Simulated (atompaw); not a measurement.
**A PAW (atompaw) potential for Pm, from input to tests**

Task: generate the file, and judge it by its logarithmic derivatives, its ghosts and its cutoff.

The numbers are computed with atompaw 4.2.0.5 (PBE, scalar-relativistic, spin-unpolarised reference atom).

### Step 1. Starting point

The settings as typed:

```
element                 : promethium (Pm, Z = 61)
type                    : PAW
frozen core             : [Kr] 4d10
valence charge          : 15
reference configuration : 4f5 5s2 5p6 5d0 6s2 6p0
partial waves           : 5s (bound): rc 2.35 bohr; 6s (bound): rc 3.00 bohr; 5p (bound): rc 3.00 bohr; 6p (bound, empty): rc 2.90 bohr; 5d (bound, empty): rc 3.00 bohr; 5d channel at 0.7 Ry: rc 3.00 bohr; 4f (bound): rc 0.80 bohr; 4f channel at 1.5 Ry: rc 0.80 bohr
local potential         : bessel scheme, radius 2.30 bohr
core correction         : smooth core density matched at 2.85 bohr
augmentation charge     : sinc compensation charge, radius 2.25 bohr; PAW radius 3.00 bohr; waves and projectors: custom polynom vanderbiltortho
```

The outer shells as boxes (Hund's rule for the drawing; the calculation is spin-unpolarised):

```
[Kr] core
4d [↑↓][↑↓][↑↓][↑↓][↑↓]
4f [↑ ][↑ ][↑ ][↑ ][↑ ][  ][  ]
5s [↑↓]
5p [↑↓][↑↓][↑↓]
5d [  ][  ][  ][  ][  ]
6s [↑↓]
6p [  ][  ][  ]
```

### Step 2. Generation

Pm.input reads:

```
Pm 61
GGA-PBE scalarrelativistic loggrid 2001 logderivrange -5 5 251
6 6 5 4 0 0
6 1 0
5 2 0
4 3 5
0 0 0
c
c
c
c
v
v
c
c
c
v
v
c
c
v
v
3
3.00 2.25 2.30 2.85
n
n
y
0.7
n
y
1.5
n
custom polynom vanderbiltortho sinc
bessel
2.35
3.00
3.00
2.90
3.00
3.00
0.80
0.80
PWSCFOUT
UPFDX 0.0125d0 UPFXMIN -7.d0 UPFZMESH 61.d0
END
```

The run is started by

```bash
atompaw < Pm.input > Pm.log
```

Before running it: what results should come out? Wanted: cutoffs for 10 and 1 mRy, occupied levels; bound ghosts; largest phase difference near zero energy, channels read; lowest eigenvalue of the overlap; share of valence orbitals outside the PAW sphere; UPF file.

As calculated:

| quantity | value |
| --- | --- |
| cutoffs for 10 and 1 mRy, occupied levels | 300 Ry and over 300 Ry |
| bound ghosts | none found |
| largest phase difference near zero energy, channels read | 0.097 rad |
| lowest eigenvalue of the overlap (Bessel basis) | 0.575 (s) |
| share of valence orbitals outside the PAW sphere | 5s 1 %, 6s 83 %, 5p 3 %, 6p 95 %, 5d 49 %, 4f 2 % |
| UPF file | written |

It counts as very hard, with 300 Ry needed at the looser tolerance. The tighter tolerance needs over 300 Ry, and converged work needs a cutoff nearer that. The slowest occupied level is 4f: taken alone it needs 300 Ry to come within 1 mRy, against 12 Ry for 5p. No bound ghost shows below the valence levels. Near zero energy the largest phase difference among the channels read is 0.10 rad, in the p channel.
